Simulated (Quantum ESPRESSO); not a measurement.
A run of Quantum ESPRESSO 7.5 is set up as follows.

pw.in

```
&CONTROL
  calculation = 'relax'
  prefix = 'pwscf'
  outdir = './tmp'
  pseudo_dir = './pseudo'
  tprnfor = .true.
  disk_io = 'low'
  nstep = 40
  forc_conv_thr = 0.001
  etot_conv_thr = 0.0001
  max_seconds = 2720
/
&SYSTEM
  ibrav = 0
  nat = 6
  ntyp = 2
  ecutwfc = 40
  ecutrho = 200
  nbnd = 58
  occupations = 'smearing'
  smearing = 'mp'
  degauss = 0.01469973
/
&ELECTRONS
  conv_thr = 1.2d-07
  electron_maxstep = 150
  mixing_beta = 0.3
  mixing_mode = 'local-TF'
  tqr = .true.
/
&IONS
  upscale = 10
  ion_dynamics = 'bfgs'
/
ATOMIC_SPECIES
Rh   102.9055 rh_lda_v1.4.uspp.F.UPF
Rh9  102.9055 rh_lda_v1.4.uspp.F.UPF
CELL_PARAMETERS angstrom
   2.6891977995    0.0000000000    0.0000000000
  -1.3445988998    2.3289136102    0.0000000000
   0.0000000000    0.0000000000   25.9786040438
ATOMIC_POSITIONS crystal
Rh9    0.6666666667    0.3333333333    0.2886991151  0 0 0
Rh9    0.3333333333    0.6666666667    0.3732194691  0 0 0
Rh9    0.0000000000    0.0000000000    0.4577398230  0 0 0
Rh     0.6666666667    0.3333333333    0.5422601770
Rh     0.3333333333    0.6666666667    0.6267805309
Rh     0.0000000000    0.0000000000    0.7113008849
K_POINTS automatic
9 9 1 0 0 0
```

Potentials or basis: GBRV 1.5 LDA.

The run is started by

```console
$ OMP_NUM_THREADS=1 mpirun -n 2 pw.x -nk 2 -in pw.in > pw.out
```

(1) Estimate the band gap on the k mesh.

(2) Estimate the energy gained by relaxing.

Answers

(1) none (metal or under the smearing width).

(2) 10.0 meV/atom.

Caveat: real space augmentation costs some meV and hundredths of eV per Å.
